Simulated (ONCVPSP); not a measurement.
# Tungsten: generating and testing an ONCV potential

Task: generate the file, and judge it by its errors in other configurations, its logarithmic derivatives, its ghosts and its cutoff.

Program: ONCVPSP 4.0.1.1 (patched build). Reference atom: PBEsol, scalar-relativistic, spherical and spin-unpolarised. All values are calculated.

## Step 1: The atom and the settings

The settings as typed:

| Item | Value |
| --- | --- |
| element | tungsten (W, Z = 74) |
| type | optimised norm-conserving Vanderbilt (ONCV) |
| frozen core | [Kr] 4d10 4f14 |
| valence charge | 14 |
| reference configuration | 5s2 5p6 5d4 6s2 |
| partial waves | 5s+6s: rc 1.60 bohr, ncon 4, nbas 8, qcut 8.2 1/bohr, 2 projectors; 5p: rc 1.20 bohr, ncon 3, nbas 7, qcut 6.4 1/bohr, 3 projectors, debl 2.3 Ha; 5d: rc 2.00 bohr, ncon 4, nbas 8, qcut 8.4 1/bohr, 2 projectors, debl 2 Ha |
| local potential | polynomial inside 1.15 bohr (lpopt 5, dvloc0 2 Ha) |
| core correction | not asked for |

## Step 2: Generation

File W.dat:

```
# ATOM AND REFERENCE CONFIGURATION
# atsym  z   nc   nv     iexc    psfile
  W 74.00   10    4  -116133      upf
#
#   n    l    f
    1    0    2.00
    2    0    2.00
    2    1    6.00
    3    0    2.00
    3    1    6.00
    3    2   10.00
    4    0    2.00
    4    1    6.00
    4    2   10.00
    4    3   14.00
    5    0    2.00
    5    1    6.00
    5    2    4.00
    6    0    2.00
#
# PSEUDOPOTENTIAL AND OPTIMIZATION
# lmax
    2
#
#   l,   rc,      ep,       ncon, nbas, qcut
    0    1.60    0.00    4    8    8.20
    1    1.20    0.00    3    7    6.40
    2    2.00    0.00    4    8    8.40
#
# LOCAL POTENTIAL
# lloc, lpopt,  rc(5),   dvloc0
    4    5    1.15    2.00
#
# VANDERBILT-KLEINMAN-BYLANDER PROJECTORs
# l, nproj, debl
    0    2    3.00
    1    3    2.30
    2    2    2.00
#
# MODEL CORE CHARGE
# icmod, fcfact, rcfact
    0    0.00    0.00
#
# LOG DERIVATIVE ANALYSIS
# epsh1, epsh2, depsh
   -4.00    5.00    0.02
#
# OUTPUT GRID
# rlmax, drl
    6.00    0.01
#
# TEST CONFIGURATIONS
# ncnf
    4
# nvcnf
#   n    l    f
    4
    5    0    2.00
    5    1    6.00
    5    2    4.00
    6    0    1.00
#
    4
    5    0    2.00
    5    1    6.00
    5    2    4.00
    6    0    0.00
#
    4
    5    0    2.00
    5    1    6.00
    5    2    3.00
    6    0    0.00
#
    4
    5    0    2.00
    5    1    6.00
    5    2    4.50
    6    0    1.50
#
```

Launch:

```bash
$ oncvpsp.x < W.dat > W.out
```

Q: Predict the outcome of this session. Wanted: cutoffs for 1 and 0.1 mHa per electron, occupied waves; bound ghosts; GHOST(+) flags; largest test error; largest phase difference near zero energy, channels read.

**Answer**, as computed:

| quantity | value |
| --- | --- |
| cutoffs for 1 and 0.1 mHa per electron, occupied waves | 88 Ha and 151 Ha |
| bound ghosts | none found |
| GHOST(+) flags | s at 178 eV, p at 4189 eV (1 near or above the test basis's cutoff) |
| largest test error (AE − PS) | -12 meV, for 5s2 5p6 5d3 6s0 |
| largest phase difference near zero energy, channels read | 0.000 rad |

What this shows: The worst unpolarised test, 5s2 5p6 5d3 6s0, is off by 12 meV on 50.0 eV; by total energies transferability rates as good. The potential is very hard: the looser tolerance needs 88 Ha. The 5p wave sets it; 5s needs 24 Ha. No bound ghost shows below the valence levels. Near zero energy the phases of the channels with partial waves agree within 0.001 rad. The program also flags highly localised states, GHOST(+) (s, p). Note that the frozen 4f shell (-33 eV) lies no deeper than the valence 5s shell (-79 eV). All of this concerns the isolated atom, not yet a solid.
